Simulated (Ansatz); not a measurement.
# EuSb (WC type): other levels of theory at one geometry

Task: rerun one cell of EuSb (WC type) with changes to the functional, and weigh what each level gives against its time. The cell was built by placing the elements on the sites of a structure type; the runs don't test whether it is the stable form.

Method: DFT at several levels, plane waves, PAW, in Ansatz 0.2.0.

1 further run of the same task is left out (it didn't finish). Runs told in other sessions of the task aren't counted.

## (1) The structure to begin with

The structure is hexagonal, space group P-6m2 (No. 187). Conventional cell: a = 4.214 Å, b = 4.214 Å, c = 4.404 Å, α = 90.00°, β = 90.00°, γ = 120.00°. Eu (site symmetry -6m2) has 6 Sb at 3.28 Å in its first shell of neighbours. Sb (site symmetry -6m2) has 6 Eu at 3.28 Å in its first shell of neighbours.

Structure file:

```
Eu Sb
1.0
     4.21408    0.00000    0.00000
    -2.10704    3.64950    0.00000
     0.00000    0.00000    8.80834
Eu Sb
2 2
Cartesian
  2.1070 3.6495 0.0000
  2.1070 3.6495 4.4042
  2.1070 1.2165 2.2021
  2.1070 1.2165 6.6063
```

An earlier run at PBE left this cell at 33.866 Å³/atom and 0.00 GPa (10×10×4 mesh), metallic, spin moments in the atoms' spheres Eu 6.74, -6.74 μB. The large moments point both ways and cancel.

Levels to run: PBEsol; LDA. Hardware: 2 threads of Arm Neoverse V1, shared host.

## (2) PBEsol

input.yaml reads:

```yaml
crystal:
  lattice:
    - [4.2140753261, 0.0, 0.0]
    - [-2.107037663, 3.6494962859, 0.0]
    - [0.0, 0.0, 8.8083391999]
  atoms:
    - { symbol: Eu, position: [1.0, 1.0, 0.0], spin: 7.41 }
    - { symbol: Sb, position: [0.6666666667, 0.3333333333, 0.25] }
    - { symbol: Eu, position: [1.0, 1.0, 0.5], spin: -7.41 }
    - { symbol: Sb, position: [0.6666666667, 0.3333333333, 0.75] }
basis:
  ecutwfc: 420
  ecutrho_ratio: 4
kpoints:
  mp_grid: { grid: [10, 10, 4] }
hamiltonian:
  xc: pbesol
scf:
  occupations: { method: gaussian, width: 0.05 }
  lower_state_search: "off"
output:
  forces: true
  stress: true
  eigenvalues: true
  populations: true
  hubbard: { sites: [{ species: Eu, l: f }] }
magnetization:
  spin_polarized: true
checkpoint:
  read: start.run
  write: ck
  compress: false
  write_wavefunctions: false
  write_every: 100000
```

start.run holds the state of a PBE run on this cell.

On the command line:

```bash
ansatz run input.yaml --threads 2 --pin off --max-ram 2662MiB --backend cpu --events-out ev --progress --plain --runs-dir out
```

Further steps of the session: LDA.

**Question.** What will these runs give? Wanted: for each run, pressure; largest spin moment.

As calculated:

| level | mesh | gap on the mesh (eV) | pressure (GPa) | largest spin moment (μB) | time |
| --- | --- | --- | --- | --- | --- |
| PBE | 10×10×4 | metal | 0.0 | 6.74 | 3.8 min* |
| LDA | 10×10×4 | metal | -3.7 | 6.73 | 45 s |
| PBEsol | 10×10×4 | metal | -2.2 | 6.73 | 38 s |

Times are on 2 threads of Arm Neoverse V1, shared host; some runs start from a saved state, which makes them quicker. * Includes bands or densities of states.

The pressure runs from -3.7 GPa (LDA) to 0.0 GPa (PBE); a negative pressure means that level wants a smaller cell, a positive one a larger cell. Every level gives a metal. The runs with LDA and PBEsol read the same PAW datasets as PBE, not ones made for them. No level here includes spin–orbit coupling. Total energies of different levels have different zeros and can't be compared.
